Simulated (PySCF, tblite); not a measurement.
# C₆H₈O₂S: geometry, infrared bands and NMR shifts

What infrared bands and NMR shifts should C₆H₈O₂S (`CS(=O)(=O)C1=CCC=C1`) show?

Computed with tblite 0.8.0 and PySCF 2.14.0, with density-fitted response routines of our own, on a single molecule in the gas phase. Atoms are numbered from 0 throughout.

## (1) Starting geometry

17 atoms, charge 0, multiplicity 1; geometry from: force field or distance geometry start.

Bonds of the start (Å): C0–S1 1.77, S1–O2 1.45, S1–O3 1.45, S1–C4 1.72, C4–C5 1.34, C5–C6 1.50, C6–C7 1.50, C7–C8 1.34, C8–C4 1.44, C0–H9 1.08, C0–H10 1.10, C0–H11 1.10, C5–H12 1.09, C6–H13 1.09, C6–H14 1.10, C7–H15 1.08, C8–H16 1.08.

## (2) Geometry optimisation with GFN2-xTB

What the job is given:

```
{"job": {"kind": "relax", "xc": "GFN2-xTB", "basis": "xTB"}, "charge": 0, "multiplicity": 1}
C      2.404400     0.513100    -0.480700
S      1.526700    -0.930100     0.057900
O      1.700100    -1.941100    -0.967200
O      1.979100    -1.201200     1.413300
C     -0.101200    -0.386700     0.096700
C     -0.692200     0.174900     1.155900
C     -2.103500     0.532400     0.808300
C     -2.193200     0.083600    -0.615000
C     -1.024800    -0.451700    -1.009100
H      3.455600     0.273700    -0.531700
H      2.026600     0.799000    -1.469900
H      2.234300     1.318500     0.241600
H     -0.236400     0.338800     2.135000
H     -2.271500     1.605300     0.896700
H     -2.816500    -0.003900     1.446600
H     -3.091800     0.158500    -1.214600
H     -0.802700    -0.871300    -1.973800
```

Run with:

```
OMP_NUM_THREADS=1 python probes_run.py task.json out
```

One launch serves the whole session: the jobs run in the order shown.

**Question.** This job is followed by: GFN2-xTB harmonic vibrations, gas phase; GIAO PBE0/pcSseg-1 NMR shielding, non-relativistic, gas phase. What will the session give for the following? strongest single infrared mode (GFN2-xTB); zero-point energy (GFN2-xTB); 13C shifts against TMS (PBE0/pcSseg-1); 1H shifts against TMS (PBE0/pcSseg-1, means over atoms taken as alike); 33S shifts against CS2 (PBE0/pcSseg-1); 17O shifts against H2O (PBE0/pcSseg-1, means over atoms taken as alike); surface potential, 1st and 99th percentile.

**Answer**, as computed:

| quantity | value |
| --- | --- |
| strongest single infrared mode (GFN2-xTB) | 1255 cm⁻¹, 457 km/mol |
| zero-point energy (GFN2-xTB) | 79.3 kcal/mol |
| 13C shifts against TMS (PBE0/pcSseg-1) | 158.1, 148.9, 143.9, 137.3, 50.1, 46.0 ppm |
| 1H shifts against TMS (PBE0/pcSseg-1, means over atoms taken as alike) | 7.18, 6.87, 6.83, 3.32, 2.62 ppm |
| 33S shifts against CS2 (PBE0/pcSseg-1) | 283 ppm |
| 17O shifts against H2O (PBE0/pcSseg-1, means over atoms taken as alike) | 207.7 ppm |
| surface potential, 1st and 99th percentile | -1.85 V and 1.26 V |

The optimisation took 100 steps and gained 0.117 eV; among the close pairs (by a distance rule), S1–C4 changed most, from 1.717 to 1.780 Å. No mode is imaginary among the 45: a minimum at this level. The strongest single mode, at 1255 cm⁻¹, has its largest shares on S1, O3 and O2 (the list is cut at 3 atoms). Unscaled tight-binding wavenumbers are off by several per cent, some by more. Its intensities can rank the bands wrongly. At PBE0/pcSseg-1: The widest tensor belongs to S1: span 341 ppm, with a paramagnetic part of -830 ppm. By nearest atom (PBE0/pcSseg-1), the HOMO sits on C5, C7 about 27 % each; C8 17 % and the LUMO on C5 27 %; C4, C7 about 16 % each.
